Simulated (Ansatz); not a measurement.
**6 CF4 in a periodic box: a dynamics run in two tries**

Wanted: a short trajectory, and a check that the input is sound. The molecules were packed at random to 1.606 g/cm³.

Method: DFT PBE+D3(BJ), plane waves, PAW, scalar-relativistic, no spin polarisation, in Ansatz 0.2.0.

### 1 The starting structure

The cell holds 30 atoms (C6F24): a = 8.173 Å, b = 8.173 Å, c = 8.173 Å, α = 90.00°, β = 90.00°, γ = 90.00°.

Coordinates:

```xyz
30
Lattice="8.1733 0.0000 0.0000 0.0000 8.1733 0.0000 0.0000 0.0000 8.1733" Properties=species:S:1:pos:R:3 pbc="T T T"
C     6.7014    8.1701    0.9297
F     5.4893    8.7598    0.6420
F     6.5249    6.8831    0.8945
F     7.5495    8.4656   -0.0614
F     7.1512    8.6739    2.1365
C     2.2952    6.3161    0.8083
F     1.9676    7.0077    2.0223
F     2.5701    7.3256   -0.0537
F     3.3871    5.5179    0.9055
F     1.2068    5.6948    0.4568
C     1.0106    6.5184    5.2865
F     0.2582    6.5565    6.4019
F     0.1637    6.0695    4.3526
F     1.4959    7.8215    5.0287
F     2.0037    5.6306    5.4463
C     5.3676    3.8475    7.0491
F     6.1937    4.8211    7.5090
F     4.4466    3.5672    7.8690
F     4.9229    4.2636    5.7819
F     6.1534    2.8210    7.0227
C     0.7389    3.0897    3.3593
F     0.0601    3.7999    2.4854
F     0.2130    3.0339    4.5152
F     1.0037    1.7349    3.1117
F     2.0192    3.6260    3.3206
C     5.4077    7.9376    4.9626
F     5.4929    6.9417    4.1577
F     4.3491    8.8391    4.6666
F     5.2944    7.5909    6.2366
F     6.5717    8.4926    4.7795
```

### 2 The run

The input, input.yaml:

```yaml
accuracy: low
crystal:
  lattice:
    - [8.173302, 0.0, 0.0]
    - [0.0, 8.173302, 0.0]
    - [0.0, 0.0, 8.173302]
  atoms:
    - { symbol: C, position: [0.81991719, 0.9996079, 0.11374773] }
    - { symbol: F, position: [0.6716099, 1.07175656, 0.07855097] }
    - { symbol: F, position: [0.79831635, 0.84213981, 0.10944412] }
    - { symbol: F, position: [0.92368069, 1.03576853, -0.00751096] }
    - { symbol: F, position: [0.87495049, 1.06125366, 0.2614022] }
    - { symbol: C, position: [0.28081694, 0.77276996, 0.0988978] }
    - { symbol: F, position: [0.24073494, 0.85739024, 0.2474269] }
    - { symbol: F, position: [0.31445449, 0.89628172, -0.00657517] }
    - { symbol: F, position: [0.41441401, 0.67511471, 0.11079077] }
    - { symbol: F, position: [0.14765632, 0.6967537, 0.05588507] }
    - { symbol: C, position: [0.12364119, 0.79751969, 0.64679831] }
    - { symbol: F, position: [0.03158658, 0.80217958, 0.7832668] }
    - { symbol: F, position: [0.02003372, 0.7426032, 0.53253823] }
    - { symbol: F, position: [0.18301953, 0.95695216, 0.61526008] }
    - { symbol: F, position: [0.24515424, 0.68890268, 0.66634733] }
    - { symbol: C, position: [0.6567258, 0.47074413, 0.86245891] }
    - { symbol: F, position: [0.75779819, 0.58985801, 0.91872194] }
    - { symbol: F, position: [0.54404123, 0.43643968, 0.96276334] }
    - { symbol: F, position: [0.60231789, 0.52164984, 0.70741606] }
    - { symbol: F, position: [0.75286302, 0.34514854, 0.85922242] }
    - { symbol: C, position: [0.09040437, 0.3780237, 0.41100814] }
    - { symbol: F, position: [0.0073566, 0.46492069, 0.30408701] }
    - { symbol: F, position: [0.02606433, 0.37119902, 0.5524273] }
    - { symbol: F, position: [0.12280443, 0.21226523, 0.38071562] }
    - { symbol: F, position: [0.24704932, 0.4436369, 0.40627227] }
    - { symbol: C, position: [0.66163529, 0.97116739, 0.60716595] }
    - { symbol: F, position: [0.6720593, 0.84931114, 0.50868832] }
    - { symbol: F, position: [0.5321166, 1.08145417, 0.57095668] }
    - { symbol: F, position: [0.64776167, 0.92874195, 0.76304322] }
    - { symbol: F, position: [0.80404434, 1.03906014, 0.58476486] }
basis:
  ecutwfc: 420.0
kpoints:
  mp_grid: { grid: [1, 1, 1] }
hamiltonian:
  xc: pbe
  dispersion: d3bj
scf:
  occupations: { method: fermi_dirac, width: 0.05 }
  lower_state_search: "off"
  max_iter: 100
md:
  timestep: 1
  n_steps: 25
  ensemble: nvt_langevin
  temperature: 700.0
  initial_velocities: maxwell_boltzmann
  seed: 574310
  friction: 0.01
  dt: 0.5
```

Command:

```console
$ ansatz run input.yaml --threads 1 --pin off --max-ram 3072MiB --backend cpu --events-out ev --progress --plain --runs-dir out
```

Before running it: what results should come out? Wanted: first try.

**Answer**, as computed:

| quantity | value |
| --- | --- |
| first try | refused |
| cause | one key bears a name from other programs (dt, n_images) that this one doesn't know |

The fault in the first input was caught at the input check and cost nothing.
